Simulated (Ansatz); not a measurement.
# Ga3Te2O: the cost of one run

Program: Ansatz 0.2.0. Level of theory: DFT PBE, scalar-relativistic, plane waves, PAW. These are calculated values, not measurements.

## Step 1: The system as given

It takes space group Pmmm (No. 47, orthorhombic). Conventional cell: a = 4.242 Å, b = 5.023 Å, c = 7.092 Å, α = 90.00°, β = 90.00°, γ = 90.00°. Ga (site symmetry mm2) is surrounded by 1 Ga at 2.35 Å and 4 Te at 2.43 to 2.77 Å. Ga (site symmetry mmm) has 4 Te at 2.12 to 2.51 Å as nearest neighbours. Te (site symmetry mmm) has 6 Ga at 2.12 to 2.77 Å as nearest neighbours. Around Te (site symmetry mmm) lie 6 Ga at 2.43 to 2.51 Å. O (site symmetry mmm) has 4 Ga at 3.45 Å and 2 Te at 3.55 Å as nearest neighbours.

Structure file:

```
CELL_PARAMETERS angstrom
4.24170 0.00000 0.00000
0.00000 5.02306 0.00000
0.00000 0.00000 7.09211
ATOMIC_POSITIONS crystal
Ga 0.00000 0.50000 0.83401
Ga 0.00000 0.50000 0.16599
Ga 0.50000 0.00000 0.00000
Te 0.00000 0.00000 0.00000
Te 0.50000 0.50000 0.00000
O 0.00000 0.00000 0.50000
```

The cell is invented: random cell by space group and Wyckoff sites (Pmmm, No. 47). Its size is a rough estimate.

## Step 2: The guess as it stands, on a coarse mesh

Contents of input.yaml:

```yaml
crystal:
  lattice:
    - [4.24170092, 0.0, 0.0]
    - [0.0, 5.02305525, 0.0]
    - [0.0, 0.0, 7.09210589]
  atoms:
    - { symbol: Ga, position: [0.0, 0.5, 0.83401268] }
    - { symbol: Ga, position: [0.0, 0.5, 0.16598732] }
    - { symbol: Ga, position: [0.5, 0.0, 0.0] }
    - { symbol: Te, position: [0.0, 0.0, 0.0] }
    - { symbol: Te, position: [0.5, 0.5, 0.0] }
    - { symbol: O, position: [0.0, 0.0, 0.5] }
basis:
  ecutwfc: 420
kpoints:
  mp_grid: { grid: [4, 4, 4] }
hamiltonian:
  xc: pbe
scf:
  occupations: { method: gaussian, width: 0.1 }
  lower_state_search: "off"
output:
  forces: true
  stress: true
  eigenvalues: true
```

The run is started by

```bash
ansatz run input.yaml --threads 1 --pin off --max-ram 2560MiB --backend cpu --events-out ev --progress --plain --runs-dir out
```

Q: Estimate wall time and peak memory on 1 thread of Intel Xeon at 2.50GHz (Skylake/Cascade Lake), shared host.

About 21 s, with a peak of 0.49 GiB.
